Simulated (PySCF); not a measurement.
# C3H9ClGeSi: electronic excitations

Aim: predict the electronic excitations of C3H9ClGeSi (`[SiH3][Ge@@H]([Cl])[CH]1CC1`).

The runs use PySCF 2.14.0, with density-fitted response routines of our own; the level of theory stands in each step. All values are computed, except where a source is named. Atoms are numbered from 0 throughout.

### 1 Starting geometry

15 atoms, charge 0, multiplicity 1; geometry from: GFN2-xTB.

Bonds of the start (Å): Si0–Ge1 2.37, Ge1–Cl2 2.14, Ge1–C3 1.98, C3–C4 1.50, C4–C5 1.49, C5–C3 1.50, Si0–H6 1.46, Si0–H7 1.46, Si0–H8 1.46, Ge1–H9 1.54, C3–H10 1.08, C4–H11 1.08, C4–H12 1.08, C5–H13 1.08, C5–H14 1.08.

### 2 Excited states and response: CAM-B3LYP/def2-SVPD

What the job is given:

```
{"job": {"kind": "uv", "xc": "CAM-B3LYP", "basis": "def2-SVPD", "nstates": 8, "ntriplets": 3}, "charge": 0, "multiplicity": 1}
Si     2.343966     0.233228     0.376917
Ge     0.680883    -0.833712    -0.928486
Cl     0.636285    -2.941864    -0.591671
C     -1.169628    -0.215694    -0.597333
C     -1.664551    -0.129511     0.818311
C     -1.409567     1.119794     0.047308
H      3.673059    -0.276499     0.046378
H      2.086932     0.015136     1.801344
H      2.312878     1.671889     0.112703
H      0.885568    -0.744327    -2.453893
H     -1.904652    -0.521631    -1.334033
H     -0.979331    -0.381520     1.616970
H     -2.686573    -0.410736     1.025459
H     -2.256631     1.702588    -0.284798
H     -0.553052     1.720849     0.322913
```

With the program's defaults for keys left out, this is: TDDFT CAM-B3LYP/def2-SVPD, vertical, gas phase, core orbitals frozen in the response.

Launch:

```console
> OMP_NUM_THREADS=1 python probes_run.py task.json out
```

This one command runs all jobs of the session in turn.

The log of the run:

```text
coarse grid: 57936 points
cycle   1  E = -2945.8780192895  dE = -3.214e-02  |g| = 5.187e-01  |ddm| = 5.323e+00
cycle   2  E = -2945.8861265342  dE = -8.107e-03  |g| = 5.416e-01  |ddm| = 1.584e+00
cycle   3  E = -2945.9328016069  dE = -4.668e-02  |g| = 2.693e-02  |ddm| = 7.608e-01
cycle   4  E = -2945.9329744450  dE = -1.728e-04  |g| = 1.329e-02  |ddm| = 9.745e-02
cycle   5  E = -2945.9330217188  dE = -4.727e-05  |g| = 2.341e-03  |ddm| = 2.875e-02
cycle   6  E = -2945.9330231614  dE = -1.443e-06  |g| = 6.096e-04  |ddm| = 6.248e-03
final grid: 118688 points
cycle   7  E = -2945.9330083579  dE = -8.072e-08  |g| = 5.931e-04  |ddm| = 5.727e-03
cycle   8  E = -2945.9330083463  dE =  1.164e-08  |g| = 6.510e-04  |ddm| = 2.047e-03
cycle   9  E = -2945.9330084522  dE = -1.059e-07  |g| = 3.820e-05  |ddm| = 1.000e-03
cycle  10  E = -2945.9330084525  dE = -3.884e-10  |g| = 1.018e-05  |ddm| = 8.272e-05
converged SCF energy = -2945.9330084525

Static polarisability (au): isotropic 105.867, principal 93.132 111.952 112.516

Singlet excitations
state   eV       nm        f      main configurations
  1   6.5057    190.6   0.03005   H->L 0.83, H-1->L 0.09
  2   6.7014    185.0   0.00848   H-1->L 0.80
  3   7.1470    173.5   0.04425   H->L+2 0.68, H->L+1 0.10
  4   7.4064    167.4   0.02454   H-1->L+2 0.36, H->L+2 0.17, H-1->L+1 0.14
  5   7.4739    165.9   0.21616   H->L+1 0.50, H-1->L+2 0.25
  6   7.6382    162.3   0.06143   H-1->L+2 0.23, H-2->L 0.21, H-1->L+1 0.16
  7   7.6649    161.8   0.02413   H-2->L 0.41, H-1->L+1 0.20, H-1->L+3 0.11
  8   7.7820    159.3   0.04795   H->L+3 0.38, H->L+1 0.12, H-3->L 0.11

Triplet excitations (Tamm-Dancoff, eV): 5.9290 6.3660 6.4251
```

It took 54 s on 1 thread of Intel Xeon Platinum 8488C, shared host; peak memory 1 GiB.

The orbitals next to the gap, with their largest atomic shares:

| orbital | eV | atoms |
| --- | --- | --- |
| HOMO−3 | -10.37 | Cl2 35 %, C5 22 %, C4 16 % |
| HOMO−2 | -10.09 | C3 33 %, C4 21 %, C5 15 % |
| HOMO−1 | -9.51 | Cl2 35 %, Ge1 19 %, H9 14 % |
| HOMO | -9.27 | Cl2 29 %, C3 19 %, Ge1 17 % |
| LUMO | 0.53 | Cl2 27 %, Ge1 26 %, Si0 21 % |
| LUMO+1 | 0.89 | Si0 36 %, H6 14 %, Ge1 10 % |
| LUMO+2 | 0.92 | Ge1 27 %, Si0 21 %, H9 12 % |

With each of the 8 states as a Gaussian band of 0.4 eV half-width at 1/e, the curve within the window shown has maxima at 165 nm (ε 15,000) L/(mol cm). Beyond the last state computed it falls off for lack of states. The curve at chosen wavelengths:

(nm, ε (L/mol/cm)): (153, 3095), (155, 5206), (157, 7808), (160, 11777), (162, 13734), (164, 14663), (166, 14433), (169, 12301), (171, 10226), (173, 8086), (175, 6170), (178, 4025), (180, 3103), (182, 2514), (184, 2162), (187, 1876), (189, 1739), (191, 1593), (193, 1422), (196, 1123), (198, 914), (200, 715), (202, 539), (205, 329), (207, 227), (209, 151)

Leading natural transition orbitals of singlet state 5: the hole lies on Cl2 30 %; C3 16 %; Ge1 15 %; the particle on H6, H7, H9 about 14 % each; Ge1 14 %; Si0 13 %.

Leading natural transition orbitals of singlet state 1: the hole lies on Cl2 38 %; Ge1 15 %; Si0 14 %; the particle on Ge1 30 %; Cl2 24 %; H8, H9 about 11 % each.

Ground-state properties from the same run:

| property | computed |
| --- | --- |
| dipole moment (D) | 2.50 |
| polarisability (Å³) | 15.69 |
| HOMO–LUMO gap (eV) | 9.80 |
| −ε(HOMO) (eV) | 9.27 |

The fields below are evaluated on a grid from the run's orbitals.

Frontier orbitals at CAM-B3LYP/def2-SVPD, with the share of their density that lies nearest to each atom:

| orbital | energy (eV) | lies on |
| --- | --- | --- |
| HOMO | -9.27 | Cl2 30 %; C3 19 %; Ge1 14 % |
| LUMO | 0.53 | Cl2 24 %; Ge1 24 %; H8 15 % |

ELF in a plane through or near 5 of the atoms.

Ten even steps from '0' (0.00) to '9' (1.00):
```
0000000000000000000000000000
0000000000000000000000000000
0000000000000000000000000000
0000000000000000000000000000
0000000023100000000000000000
0000000489830088510000000000
0000001799960199943420000000
0000222589950199947971000000
0004787422630068177861000000
0008999811674116854310000000
0007999848842376452000000000
0001785226336286289400000000
0000010003247366899820000000
0000000001321221699820000000
0000000000122100046200000000
0000000000000000000000000000
0000000000000000000000000000
0000000000000000000000000000
0000000000000000000000000000
0000000000000000000000000000
```
The map spans 12.6 Å across and 10.5 Å up, centred on the molecule. Atoms in the plane (x, y in Å): Ge1 (-0.8, -1.2), C3 (1.1, -0.6), C5 (1.5, 0.8), H10 (1.8, -1.4), H14 (0.7, 1.5).

log10 of the density (e/Å³) in the same plane.

Values, 10 rows by 14 columns:
```
-4.0 -4.0 -4.0 -4.0 -4.0 -4.0 -4.0 -4.0 -4.0 -4.0 -4.0 -4.0 -4.0 -4.0
-4.0 -4.0 -4.0 -4.0 -3.8 -3.8 -4.0 -4.0 -4.0 -4.0 -4.0 -4.0 -4.0 -4.0
-4.0 -4.0 -3.7 -2.8 -2.2 -2.3 -2.8 -2.6 -2.4 -2.7 -3.4 -4.0 -4.0 -4.0
-4.0 -3.7 -2.5 -1.6 -0.5 -0.6 -1.8 -0.7 -0.4 -0.9 -1.8 -3.0 -4.0 -4.0
-4.0 -2.9 -1.5 -0.8 -0.3 -0.4 -1.3 -0.6  0.3  0.2 -1.1 -2.6 -4.0 -4.0
-4.0 -2.8 -1.3 -0.7 -0.7 -0.3 -0.3 -0.3  0.3 -0.5 -1.9 -3.1 -4.0 -4.0
-4.0 -3.5 -2.5 -2.0 -1.5 -0.3  1.6 -0.3  0.0  0.0 -1.9 -3.4 -4.0 -4.0
-4.0 -4.0 -4.0 -3.3 -2.3 -1.1 -0.8 -1.5 -1.8 -1.7 -2.8 -4.0 -4.0 -4.0
-4.0 -4.0 -4.0 -3.9 -3.0 -2.1 -1.9 -2.5 -3.3 -3.6 -4.0 -4.0 -4.0 -4.0
-4.0 -4.0 -4.0 -4.0 -3.8 -3.2 -3.1 -3.5 -4.0 -4.0 -4.0 -4.0 -4.0 -4.0
```
The map spans 12.6 Å across and 10.5 Å up, centred on the molecule. Atoms in the plane (x, y in Å): Ge1 (-0.8, -1.2), C3 (1.1, -0.6), C5 (1.5, 0.8), H10 (1.8, -1.4), H14 (0.7, 1.5).

On the surface of density 0.002 e/bohr³ the electrostatic potential runs, from the 1st to the 99th percentile, from -0.80 V near Cl2 to 1.25 V near H8.

### 3 Results

| quantity | value |
| --- | --- |
| lowest singlet (CAM-B3LYP/def2-SVPD) | 6.51 eV (191 nm), f = 0.030 |
| brightest single state of those computed | state 5, 7.47 eV, f = 0.216 |
| lowest triplet | 5.93 eV |
| surface potential, 1st and 99th percentile | -0.80 V and 1.25 V |

In words: The first singlet state (HOMO→LUMO 0.83, HOMO−1→LUMO 0.09) lies at 6.51 eV and is weak; of the 8 states computed, the strongest absorption comes from state 5 at 7.47 eV. The lowest triplet lies 0.58 eV below the lowest singlet (triplets in Tamm-Dancoff, singlets in full TDDFT).
